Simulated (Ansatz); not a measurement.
# CoC (quartet): wB97M-V, B2PLYP over vertical spin and charge gaps, def2-QZVPP

How well do these functionals follow the top wave-function level for CoC (quartet) over vertical spin and charge gaps?

Computed with Ansatz 0.2.0, Gaussian basis. Level: def2-QZVPP, all electrons in the functionals, frozen cores in the correlation of double hybrids and RPA.

Plan: wB97M-V, B2PLYP, at charge 0, quartet; charge 0, doublet; charge 0, sextet; charge 1, triplet; charge 1, quintet.

## Step 1: What is computed

The geometry is a PBE0/def2-TZVP stationary point (not a proven minimum).

2 atoms, charge 0, spin multiplicity 4.

Atoms are counted from 1 here; the program's logs count them from 0.

Bond lengths: Co1–C2 1.609 Å.

As a file:

```xyz
2
CCo
Co    0.0000    0.0000    0.0000
C     0.0000    0.0000    1.6092
```

No dispersion term is added; wB97M-V holds VV10 nonlocal correlation.

The geometry shown and the zero of energy belong to the point charge 0, quartet. The yardstick, UCCSD(T), and other wave-function levels (R restricted, U unrestricted, valence and pair active spaces) come from earlier runs.

## Step 2: wB97M-V, charge 0, quartet

in.yaml reads:

```yaml
crystal:
  periodic: [false, false, false]
  atoms:
    - {symbol: Co, position_ang: [0.000000, 0.000000, 0.000000]}
    - {symbol: C, position_ang: [0.000000, 0.000000, 1.609200]}
basis:
  gaussian: {orbitals: "def2-QZVPP.json"}
magnetization: {spin_polarized: true, initial_magnetization: 3}
hamiltonian: {xc: {name: wB97M-V}}
output: {orbitals: {seedname: orbitals}}
```

Launch:

```bash
ansatz run in.yaml --threads 2 --pin off --events-out ev --progress --plain --max-ram 16896MiB --backend cuda --devices 0, --max-vram 18GiB
```

The log of the run, shortened:

```text
Functional definition: wB97M-V
  name "wB97M-V"
  cite "Mardirossian & Head-Gordon, J. Chem. Phys. 144, 214110 (2016) doi:10.1063/1.4952647"
  cite "Becke, J. Chem. Phys. 107, 8554 (1997) doi:10.1063/1.475007"
  cite "Vydrov & Van Voorhis, J. Chem. Phys. 133, 244103 (2010) doi:10.1063/1.3521275"
  # Of w^i u^j: cxij and so on, Table III.
[...]
  gx(w, u) = 1 - cx + cx01*u + cx10*w
  gss(w, u) = css00 + css04*u^4 + css10*w + css20*w^2 + css43*w^4*u^3
  gos(w, u) = cos00 + cos10*w + (cos20 + cos21*u)*w^2 + (cos60 + cos61*u)*w^6
[...]
      + integral(e_c_pw_mod_opposite_spin*gos(b97_w_opposite, b97_u_opposite)) + vv10(b, c)
764 factors; their error is unknown
126 factors; integrals over basis functions are off by at most 1.1e-4 eV
[...]
mean field -38656.83199690 eV, -1420.6123733443 hartree, gradient 5.7e-6 eV, S^2 3.806919; 6 other end points of the search recorded, 0 dependent functions left out
reference -38656.83204014 eV, -1420.6123749334 hartree; 18, 15 occupied and 139, 142 virtual orbitals, 764 factors
Total energy: -38656.83204014 eV, -1420.6123749334 hartree
```

Run time: 9.5 s. Hardware: 1 × H100 (card shared with other runs) with 2 threads of AMD EPYC 7R13, shared host; peak host memory 0.93 GiB.

From the report: ⟨S²⟩ of the determinant 3.807 (pure quartet: 3.75).

## Step 3: wB97M-V, charge 0, doublet

in.yaml: that of step 2 with these lines changed.

```diff
@@ -7,3 +7,3 @@
   gaussian: {orbitals: "def2-QZVPP.json"}
-magnetization: {spin_polarized: true, initial_magnetization: 3}
+magnetization: {spin_polarized: true, initial_magnetization: 1}
 hamiltonian: {xc: {name: wB97M-V}}
```

Launched as before.

The log of the run, shortened:

```text
Functional definition: wB97M-V
  name "wB97M-V"
  cite "Mardirossian & Head-Gordon, J. Chem. Phys. 144, 214110 (2016) doi:10.1063/1.4952647"
  cite "Becke, J. Chem. Phys. 107, 8554 (1997) doi:10.1063/1.475007"
  cite "Vydrov & Van Voorhis, J. Chem. Phys. 133, 244103 (2010) doi:10.1063/1.3521275"
  # Of w^i u^j: cxij and so on, Table III.
[...]
  gx(w, u) = 1 - cx + cx01*u + cx10*w
  gss(w, u) = css00 + css04*u^4 + css10*w + css20*w^2 + css43*w^4*u^3
  gos(w, u) = cos00 + cos10*w + (cos20 + cos21*u)*w^2 + (cos60 + cos61*u)*w^6
[...]
      + integral(e_c_pw_mod_opposite_spin*gos(b97_w_opposite, b97_u_opposite)) + vv10(b, c)
764 factors; their error is unknown
126 factors; integrals over basis functions are off by at most 1.1e-4 eV
[...]
mean field -38657.24825669 eV, -1420.6276706095 hartree, gradient 8.2e-6 eV, S^2 1.287245; 18 other end points of the search recorded, 0 dependent functions left out
reference -38657.24829821 eV, -1420.6276721351 hartree; 17, 16 occupied and 140, 141 virtual orbitals, 764 factors
Total energy: -38657.24829821 eV, -1420.6276721351 hartree
```

It took 31 s on 1 × H100 (card shared with other runs) with 2 threads of AMD EPYC 7R13, shared host; peak host memory 0.94 GiB.

From the report: ⟨S²⟩ of the determinant 1.287 (pure doublet: 0.75). The determinant of wB97M-V (⟨S²⟩ 1.29) is far from a pure spin state, so its energy mixes those of several spin states; that is harmless only where they are near-degenerate.

From charge 0, quartet: -0.416 eV.

## Step 4: wB97M-V, charge 0, sextet

in.yaml: that of step 3 with these lines changed.

```diff
@@ -7,3 +7,3 @@
   gaussian: {orbitals: "def2-QZVPP.json"}
-magnetization: {spin_polarized: true, initial_magnetization: 1}
+magnetization: {spin_polarized: true, initial_magnetization: 5}
 hamiltonian: {xc: {name: wB97M-V}}
```

Launched as before.

The log of the run, shortened:

```text
Functional definition: wB97M-V
  name "wB97M-V"
  cite "Mardirossian & Head-Gordon, J. Chem. Phys. 144, 214110 (2016) doi:10.1063/1.4952647"
  cite "Becke, J. Chem. Phys. 107, 8554 (1997) doi:10.1063/1.475007"
  cite "Vydrov & Van Voorhis, J. Chem. Phys. 133, 244103 (2010) doi:10.1063/1.3521275"
  # Of w^i u^j: cxij and so on, Table III.
[...]
  gx(w, u) = 1 - cx + cx01*u + cx10*w
  gss(w, u) = css00 + css04*u^4 + css10*w + css20*w^2 + css43*w^4*u^3
  gos(w, u) = cos00 + cos10*w + (cos20 + cos21*u)*w^2 + (cos60 + cos61*u)*w^6
[...]
      + integral(e_c_pw_mod_opposite_spin*gos(b97_w_opposite, b97_u_opposite)) + vv10(b, c)
764 factors; their error is unknown
126 factors; integrals over basis functions are off by at most 1.1e-4 eV
[...]
mean field -38655.81938583 eV, -1420.5751605739 hartree, gradient 3.5e-6 eV, S^2 8.767269; 5 other end points of the search recorded, 0 dependent functions left out
reference -38655.81942944 eV, -1420.5751621764 hartree; 19, 14 occupied and 138, 143 virtual orbitals, 764 factors
Total energy: -38655.81942944 eV, -1420.5751621764 hartree
```

Run time: 14 s. Hardware: 1 × H100 (card shared with other runs) with 2 threads of AMD EPYC 7R13, shared host; peak host memory 0.94 GiB.

From the report: ⟨S²⟩ of the determinant 8.767 (pure sextet: 8.75).

From charge 0, quartet: +1.013 eV.

## Step 5: wB97M-V, charge 1, triplet

in.yaml: that of step 4 with these lines changed.

```diff
@@ -7,3 +7,4 @@
   gaussian: {orbitals: "def2-QZVPP.json"}
-magnetization: {spin_polarized: true, initial_magnetization: 5}
+total_charge: 1
+magnetization: {spin_polarized: true, initial_magnetization: 2}
 hamiltonian: {xc: {name: wB97M-V}}
```

Same command.

The log of the run, shortened:

```text
Functional definition: wB97M-V
  name "wB97M-V"
  cite "Mardirossian & Head-Gordon, J. Chem. Phys. 144, 214110 (2016) doi:10.1063/1.4952647"
  cite "Becke, J. Chem. Phys. 107, 8554 (1997) doi:10.1063/1.475007"
  cite "Vydrov & Van Voorhis, J. Chem. Phys. 133, 244103 (2010) doi:10.1063/1.3521275"
  # Of w^i u^j: cxij and so on, Table III.
[...]
  gx(w, u) = 1 - cx + cx01*u + cx10*w
  gss(w, u) = css00 + css04*u^4 + css10*w + css20*w^2 + css43*w^4*u^3
  gos(w, u) = cos00 + cos10*w + (cos20 + cos21*u)*w^2 + (cos60 + cos61*u)*w^6
[...]
      + integral(e_c_pw_mod_opposite_spin*gos(b97_w_opposite, b97_u_opposite)) + vv10(b, c)
764 factors; their error is unknown
126 factors; integrals over basis functions are off by at most 1.1e-4 eV
[...]
mean field -38649.31104750 eV, -1420.3359835515 hartree, gradient 1.3e-5 eV, S^2 2.180713; 5 other end points of the search recorded, 0 dependent functions left out
reference -38649.31109157 eV, -1420.3359851713 hartree; 17, 15 occupied and 140, 142 virtual orbitals, 764 factors
Total energy: -38649.31109157 eV, -1420.3359851713 hartree
```

It took 4.6 s on 1 × H100 (card shared with other runs) with 2 threads of AMD EPYC 7R13, shared host; peak host memory 0.93 GiB.

From the report: ⟨S²⟩ of the determinant 2.181 (pure triplet: 2.00).

From charge 0, quartet: +7.521 eV.

## Step 6: wB97M-V, charge 1, quintet

in.yaml: that of step 5 with these lines changed.

```diff
@@ -8,3 +8,3 @@
 total_charge: 1
-magnetization: {spin_polarized: true, initial_magnetization: 2}
+magnetization: {spin_polarized: true, initial_magnetization: 4}
 hamiltonian: {xc: {name: wB97M-V}}
```

Launched as before.

The log of the run, shortened:

```text
Functional definition: wB97M-V
  name "wB97M-V"
  cite "Mardirossian & Head-Gordon, J. Chem. Phys. 144, 214110 (2016) doi:10.1063/1.4952647"
  cite "Becke, J. Chem. Phys. 107, 8554 (1997) doi:10.1063/1.475007"
  cite "Vydrov & Van Voorhis, J. Chem. Phys. 133, 244103 (2010) doi:10.1063/1.3521275"
  # Of w^i u^j: cxij and so on, Table III.
[...]
  gx(w, u) = 1 - cx + cx01*u + cx10*w
  gss(w, u) = css00 + css04*u^4 + css10*w + css20*w^2 + css43*w^4*u^3
  gos(w, u) = cos00 + cos10*w + (cos20 + cos21*u)*w^2 + (cos60 + cos61*u)*w^6
[...]
      + integral(e_c_pw_mod_opposite_spin*gos(b97_w_opposite, b97_u_opposite)) + vv10(b, c)
764 factors; their error is unknown
126 factors; integrals over basis functions are off by at most 1.1e-4 eV
[...]
mean field -38647.87849970 eV, -1420.2833383911 hartree, gradient 9.8e-6 eV, S^2 6.010286; 3 other end points of the search recorded, 0 dependent functions left out
reference -38647.87854103 eV, -1420.2833399100 hartree; 18, 14 occupied and 139, 143 virtual orbitals, 764 factors
Total energy: -38647.87854103 eV, -1420.2833399100 hartree
```

Wall time 8 s (1 × H100 (card shared with other runs) with 2 threads of AMD EPYC 7R13, shared host); peak host memory 0.94 GiB.

From the report: ⟨S²⟩ of the determinant 6.010 (pure quintet: 6.00).

From charge 0, quartet: +8.953 eV.

## Step 7: B2PLYP, charge 0, quartet

in.yaml reads:

```yaml
crystal:
  periodic: [false, false, false]
  atoms:
    - {symbol: Co, position_ang: [0.000000, 0.000000, 0.000000]}
    - {symbol: C, position_ang: [0.000000, 0.000000, 1.609200]}
basis:
  gaussian: {orbitals: "def2-QZVPP.json"}
magnetization: {spin_polarized: true, initial_magnetization: 3}
hamiltonian: {xc: {name: B2PLYP}}
correlation: {electrons: outside_noble_gas}
```

Launched as before.

The log of the run, shortened:

```text
Functional definition: B2PLYP
  name "B2PLYP"
  cite "Grimme, J. Chem. Phys. 124, 034108 (2006) doi:10.1063/1.2148954"
  cite "Becke, Phys. Rev. A 38, 3098 (1988) doi:10.1103/PhysRevA.38.3098"
  cite "Lee, Yang & Parr, Phys. Rev. B 37, 785 (1988) doi:10.1103/PhysRevB.37.785"
[...]
1060 factors; integrals over basis functions are off by at most 1.2e-3 eV
[...]
mean field -38646.13339423 eV, -1420.2192069480 hartree, gradient 2.7e-6 eV, S^2 4.631479; 30 other end points of the search recorded, 0 dependent functions left out
10 core orbitals not correlated: weight in the atoms' cores, before any rotation towards them, 0.999 or more for the frozen orbitals, at most 0.001 for the correlated occupied ones
reference -38646.13351151 eV, -1420.2192112578 hartree; 8, 5 occupied and 139, 142 virtual orbitals, 1060 factors
second order -17.54621278 eV of doubles, -0.00000000 eV of singles
Total energy: -38650.87098896 eV, -1420.3933103430 hartree
```

Run time: 24 s. Hardware: 1 × H100 (card shared with other runs) with 2 threads of AMD EPYC 7R13, shared host; peak host memory 0.91 GiB.

From the report: ⟨S²⟩ of the determinant 4.631 (pure quartet: 3.75). The determinant of B2PLYP (⟨S²⟩ 4.63) is far from a pure spin state, so its energy mixes those of several spin states; that is harmless only where they are near-degenerate.

## Step 8: B2PLYP, charge 0, doublet

in.yaml: that of step 7 with these lines changed.

```diff
@@ -7,3 +7,3 @@
   gaussian: {orbitals: "def2-QZVPP.json"}
-magnetization: {spin_polarized: true, initial_magnetization: 3}
+magnetization: {spin_polarized: true, initial_magnetization: 1}
 hamiltonian: {xc: {name: B2PLYP}}
```

Launched as before.

The log of the run, shortened:

```text
Functional definition: B2PLYP
  name "B2PLYP"
  cite "Grimme, J. Chem. Phys. 124, 034108 (2006) doi:10.1063/1.2148954"
  cite "Becke, Phys. Rev. A 38, 3098 (1988) doi:10.1103/PhysRevA.38.3098"
  cite "Lee, Yang & Parr, Phys. Rev. B 37, 785 (1988) doi:10.1103/PhysRevB.37.785"
[...]
1060 factors; integrals over basis functions are off by at most 1.2e-3 eV
[...]
mean field -38646.70871834 eV, -1420.2403497188 hartree, gradient 2.0e-6 eV, S^2 2.507292; 23 other end points of the search recorded, 0 dependent functions left out
10 core orbitals not correlated: weight in the atoms' cores, before any rotation towards them, 0.999 or more for the frozen orbitals, at most 0.001 for the correlated occupied ones
reference -38646.70883415 eV, -1420.2403539748 hartree; 7, 6 occupied and 140, 141 virtual orbitals, 1060 factors
second order -16.50964326 eV of doubles, -0.00000000 eV of singles
Total energy: -38651.16643783 eV, -1420.4041678886 hartree
```

Wall time 18 s (1 × H100 (card shared with other runs) with 2 threads of AMD EPYC 7R13, shared host); peak host memory 0.92 GiB.

From the report: ⟨S²⟩ of the determinant 2.507 (pure doublet: 0.75). The determinant of B2PLYP (⟨S²⟩ 2.51) is far from a pure spin state, so its energy mixes those of several spin states; that is harmless only where they are near-degenerate.

From charge 0, quartet: -0.295 eV.

## Step 9: B2PLYP, charge 0, sextet

in.yaml: that of step 8 with these lines changed.

```diff
@@ -7,3 +7,3 @@
   gaussian: {orbitals: "def2-QZVPP.json"}
-magnetization: {spin_polarized: true, initial_magnetization: 1}
+magnetization: {spin_polarized: true, initial_magnetization: 5}
 hamiltonian: {xc: {name: B2PLYP}}
```

Launched as before.

The log of the run, shortened:

```text
Functional definition: B2PLYP
  name "B2PLYP"
  cite "Grimme, J. Chem. Phys. 124, 034108 (2006) doi:10.1063/1.2148954"
  cite "Becke, Phys. Rev. A 38, 3098 (1988) doi:10.1103/PhysRevA.38.3098"
  cite "Lee, Yang & Parr, Phys. Rev. B 37, 785 (1988) doi:10.1103/PhysRevB.37.785"
[...]
1060 factors; integrals over basis functions are off by at most 1.2e-3 eV
[...]
mean field -38645.71261588 eV, -1420.2037436286 hartree, gradient 2.8e-6 eV, S^2 8.779438; 14 other end points of the search recorded, 0 dependent functions left out
10 core orbitals not correlated: weight in the atoms' cores, before any rotation towards them, 0.999 or more for the frozen orbitals, at most 0.000 for the correlated occupied ones
reference -38645.71273456 eV, -1420.2037479901 hartree; 9, 4 occupied and 138, 143 virtual orbitals, 1060 factors
second order -16.61588736 eV of doubles, -0.00000000 eV of singles
Total energy: -38650.19902415 eV, -1420.3686160915 hartree
```

It took 15 s on 1 × H100 (card shared with other runs) with 2 threads of AMD EPYC 7R13, shared host; peak host memory 0.91 GiB.

From the report: ⟨S²⟩ of the determinant 8.779 (pure sextet: 8.75).

From charge 0, quartet: +0.672 eV.

## Step 10: B2PLYP, charge 1, triplet

in.yaml: that of step 9 with these lines changed.

```diff
@@ -7,3 +7,4 @@
   gaussian: {orbitals: "def2-QZVPP.json"}
-magnetization: {spin_polarized: true, initial_magnetization: 5}
+total_charge: 1
+magnetization: {spin_polarized: true, initial_magnetization: 2}
 hamiltonian: {xc: {name: B2PLYP}}
```

Same command.

The log of the run, shortened:

```text
Functional definition: B2PLYP
  name "B2PLYP"
  cite "Grimme, J. Chem. Phys. 124, 034108 (2006) doi:10.1063/1.2148954"
  cite "Becke, Phys. Rev. A 38, 3098 (1988) doi:10.1103/PhysRevA.38.3098"
  cite "Lee, Yang & Parr, Phys. Rev. B 37, 785 (1988) doi:10.1103/PhysRevB.37.785"
[...]
1060 factors; integrals over basis functions are off by at most 1.2e-3 eV
[...]
mean field -38638.79269515 eV, -1419.9494412323 hartree, gradient 2.7e-6 eV, S^2 3.051202; 23 other end points of the search recorded, 0 dependent functions left out
10 core orbitals not correlated: weight in the atoms' cores, before any rotation towards them, 0.999 or more for the frozen orbitals, at most 0.001 for the correlated occupied ones
reference -38638.79281705 eV, -1419.9494457122 hartree; 7, 5 occupied and 140, 142 virtual orbitals, 1060 factors
second order -16.81751291 eV of doubles, -0.00000000 eV of singles
Total energy: -38643.33354554 eV, -1420.1163144063 hartree
```

Run time: 31 s. Hardware: 1 × H100 (card shared with other runs) with 2 threads of AMD EPYC 7R13, shared host; peak host memory 0.96 GiB.

From the report: ⟨S²⟩ of the determinant 3.051 (pure triplet: 2.00). The determinant of B2PLYP (⟨S²⟩ 3.05) is far from a pure spin state, so its energy mixes those of several spin states; that is harmless only where they are near-degenerate.

From charge 0, quartet: +7.537 eV.

## Step 11: B2PLYP, charge 1, quintet

in.yaml: that of step 10 with these lines changed.

```diff
@@ -8,3 +8,3 @@
 total_charge: 1
-magnetization: {spin_polarized: true, initial_magnetization: 2}
+magnetization: {spin_polarized: true, initial_magnetization: 4}
 hamiltonian: {xc: {name: B2PLYP}}
```

Launched as before.

The log of the run, shortened:

```text
Functional definition: B2PLYP
  name "B2PLYP"
  cite "Grimme, J. Chem. Phys. 124, 034108 (2006) doi:10.1063/1.2148954"
  cite "Becke, Phys. Rev. A 38, 3098 (1988) doi:10.1103/PhysRevA.38.3098"
  cite "Lee, Yang & Parr, Phys. Rev. B 37, 785 (1988) doi:10.1103/PhysRevB.37.785"
[...]
1060 factors; integrals over basis functions are off by at most 1.2e-3 eV
[...]
mean field -38638.02628933 eV, -1419.9212763380 hartree, gradient 1.4e-6 eV, S^2 6.118686; 6 other end points of the search recorded, 0 dependent functions left out
10 core orbitals not correlated: weight in the atoms' cores, before any rotation towards them, 0.999 or more for the frozen orbitals, at most 0.001 for the correlated occupied ones
reference -38638.02641038 eV, -1419.9212807864 hartree; 8, 4 occupied and 139, 143 virtual orbitals, 1060 factors
second order -15.38591144 eV of doubles, -0.00000000 eV of singles
Total energy: -38642.18060647 eV, -1420.0739446769 hartree
```

Run time: 6.5 s. Hardware: 1 × H100 (card shared with other runs) with 2 threads of AMD EPYC 7R13, shared host; peak host memory 0.91 GiB.

From the report: ⟨S²⟩ of the determinant 6.119 (pure quintet: 6.00).

From charge 0, quartet: +8.690 eV.

## Step 12: The comparison

No level is safe as a reference over these points; UCCSD(T) serves as a yardstick only. It comes from earlier runs at the same points. Energies in eV, counted from charge 0, quartet; blanks weren't run or aren't comparable.

```tsv
level	quartet to doublet	quartet to sextet	ionisation to the triplet cation	ionisation to the quintet cation
UCCSD(T)	-0.070	1.506	7.594	9.590
wB97M-V	-0.416	1.013	7.521	8.953
B2PLYP	-0.295	0.672	7.537	8.690
```

Largest miss and mean time a point (UCCSD(T) took 50 s a point; shared hosts):

```tsv
level	largest miss (eV)	where	time a point
wB97M-V	-0.636	ionisation to the quintet cation	13 s
B2PLYP	-0.899	ionisation to the quintet cation	19 s
```

## Step 13: Results

```
                                  quantity                                         value
              quartet to doublet, UCCSD(T)                                     -0.070 eV
               quartet to sextet, UCCSD(T)                                      1.506 eV
ionisation to the triplet cation, UCCSD(T)                                      7.594 eV
ionisation to the quintet cation, UCCSD(T)                                      9.590 eV
                     largest miss, wB97M-V  -0.636 eV (ionisation to the quintet cation)
                      largest miss, B2PLYP  -0.899 eV (ionisation to the quintet cation)
```

What this shows: Of the functionals, wB97M-V keep the smallest largest miss at the points compared (at most 0.636 eV) and B2PLYP strays most (0.899 eV, at ionisation to the quintet cation). wB97M-V, B2PLYP clearly break the spin symmetry at some points (⟨S²⟩ up to 1.76 above the pure value), so energy there is bought with a mixed spin. Functionals and the yardstick converge differently with the basis, so part of each miss in def2-QZVPP is the basis. The yardstick itself may be off where one determinant is a poor start.
